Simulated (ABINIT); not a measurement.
The system is GaGe.

```
CELL_PARAMETERS angstrom
0.00000 2.89784 2.89784
2.89784 0.00000 2.89784
2.89784 2.89784 0.00000
ATOMIC_POSITIONS crystal
Ge 0.00000 0.00000 0.00000
Ga 0.25000 0.25000 0.25000
```

The cell comes from a database or a generator and needn't be the stable form of this composition.

Base run:

```yaml
Program: ABINIT 10.8.3 (patched build)
Functional: RPBE
Potentials_or_basis: JTH PAW PBE v2.0
Cutoff: 707 eV
k_mesh: 8 × 8 × 8
Occupations: fermi-dirac, width 0.05 eV
Spin: no spin polarisation
```

Its results: band gap on the k mesh none (metal or under the smearing width); pressure 1.9 GPa.

**Question.** The run is repeated on the same cell with these changes: functional from RPBE to AM05. What comes out?

**Answer.** Band gap on the k mesh none (metal or under the smearing width); pressure -2.1 GPa.

AM05 binds more tightly than RPBE, so the same cell stands under less pressure.

Caveats: the PAW data sets were made with another functional, which shifts forces and pressure a little.

Not every run made on this cell is shown here.
